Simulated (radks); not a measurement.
# Nuclear size and the levels of Ge

One table from this session's results is given with a row withheld; the runs are named, their logs left out.

Program: radks (a radial shooting solver on a logarithmic mesh, Libxc functionals) version 1. Level of theory: Dirac Kohn-Sham, PBE, spin-unpolarised, spherical densities, finite nucleus; open shells fill j = l - 1/2 first. These are calculated values, not measurements, unless marked.

## What is computed

* element: germanium (Z = 32)
* charge: 0
* electrons: 32
* configuration: [Ar] 3d10 4s2 4p2
* nuclear rms radius: 4.0742 fm

Set-up of the first run:

The run's settings:

```text
Z 32
configuration [Ar] 3d10 4s2 4p2 5s0 4d0
relativity Dirac
functional pbe,pbe
spin unpolarised
j_filling energy
nucleus finite rms 4.0742 fm
c 137.035999084
```

Among the steps run: rms radius 4.0742 fm.

One table of the session follows, with a row left open; its other results are not shown here.

It belongs to the step «rms radius 4.0742 fm». From the orbitals of this run (lengths in bohr):

```
level     <r>  outermost maximum (interpolated)  90 % within  nodes
3s1/2  0.6241                             0.543        0.934      2
3p1/2  0.6398                             0.538        0.984      1
3p3/2  0.6505                             0.546         1.00      1
3d3/2  0.7335                             0.502         1.25      0
3d5/2  0.7389                             0.505         1.25      0
4s1/2       ?                                 ?            ?      ?
4p1/2   2.871                              2.19         4.55      2
4p3/2   2.931                              2.23         4.65      2
```

Q: Estimate the row for 4s1/2 from the others.

**Answer.** <r>: 2.119; outermost maximum (interpolated): 1.74; 90 % within: 3.21; nodes: 3. In the column «<r>» it lies between 3d5/2 (0.7389) and 4p1/2 (2.871).
